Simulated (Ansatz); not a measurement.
# Carbon, bcc: r²SCAN0 after r²SCAN

How do the levels change when part of the exchange is made exact, and what does it cost? Spin polarisation is left out. The cell comes from an earlier r²SCAN relaxation. Exact exchange is dear, so the k-mesh is coarse, and r²SCAN is run on the same mesh for comparison.

Method: DFT, plane waves (500 eV) with PBE-made PAW files, scalar-relativistic; functionals as named at each step, in Ansatz 0.2.0.

## Step 1: The structure to begin with

It takes space group Im-3m (No. 229, cubic). Conventional cell: a = 2.388 Å, b = 2.388 Å, c = 2.388 Å, α = 90.00°, β = 90.00°, γ = 90.00°. C (site symmetry m-3m) is surrounded by 8 C at 2.07 Å.

Coordinates:

```
CELL_PARAMETERS angstrom
-1.19400 1.19400 1.19400
1.19400 -1.19400 1.19400
1.19400 1.19400 -1.19400
ATOMIC_POSITIONS crystal
C 0.00000 0.00000 0.00000
```

## Step 2: r²SCAN, coarse mesh

The run with r²SCAN.

input.yaml

```yaml
crystal:
  lattice:
    - [-1.1939981931, 1.1939981931, 1.1939981931]
    - [1.1939981931, -1.1939981931, 1.1939981931]
    - [1.1939981931, 1.1939981931, -1.1939981931]
  atoms:
    - { symbol: C, position: [0.0, 0.0, 0.0] }
hamiltonian:
  xc: r2scan
  pseudopotentials:
    kind: paw
    azcp:
      C: "pseudopotentials/C.paw.azcp"
basis:
  ecutwfc: 500
  fft_grid_basis: typed
kpoints:
  mp_grid: { grid: [9, 9, 9], shift: [0, 0, 0] }
magnetization:
  spin_polarized: false
scf:
  occupations: { method: fermi_dirac, width: 0.1 }
```

On the command line:

```console
$ ansatz run input.yaml --threads 4 --pin off --max-ram 8192MiB --backend cpu --events-out ev --progress --plain --runs-dir out
```

## Step 3: r²SCAN0, coarse mesh

The run with r²SCAN0.

input.yaml, as its differences from that of step 2:

```diff
@@ -8,3 +8,3 @@
 hamiltonian:
-  xc: r2scan
+  xc: r2scan0
   pseudopotentials:
```

(Steps that only read results are left out.)

**Question.** What will these runs give? Wanted: r²SCAN: gap; r²SCAN0: gap; r²SCAN0: relative to graphite.

As calculated:

| quantity | value |
| --- | --- |
| r²SCAN: gap | none (levels filled in part) |
| r²SCAN0: gap | none (levels filled in part) |
| r²SCAN0: SCF cycles, exchange loops | 14, 2 |
| r²SCAN0: CPU time over that of r²SCAN | 8.4 |
| r²SCAN0: relative to graphite | +4991 meV/atom |

What this shows: Neither r²SCAN nor r²SCAN0 shows a clean gap on this mesh. The hybrid took 8.4 times as much CPU time as r²SCAN on the same settings. r²SCAN0 needed 2 outer loops of the exchange operator. The dense-mesh value adds -5.8 meV/atom, the change that r²SCAN shows between the coarse mesh and its own dense run (not shown). Under r²SCAN0 it lies 4991 meV/atom above graphite (computed apart in the same way); on such meshes a few tens of meV are uncertain for metals. The total energies in the logs cannot be compared from one functional to another.
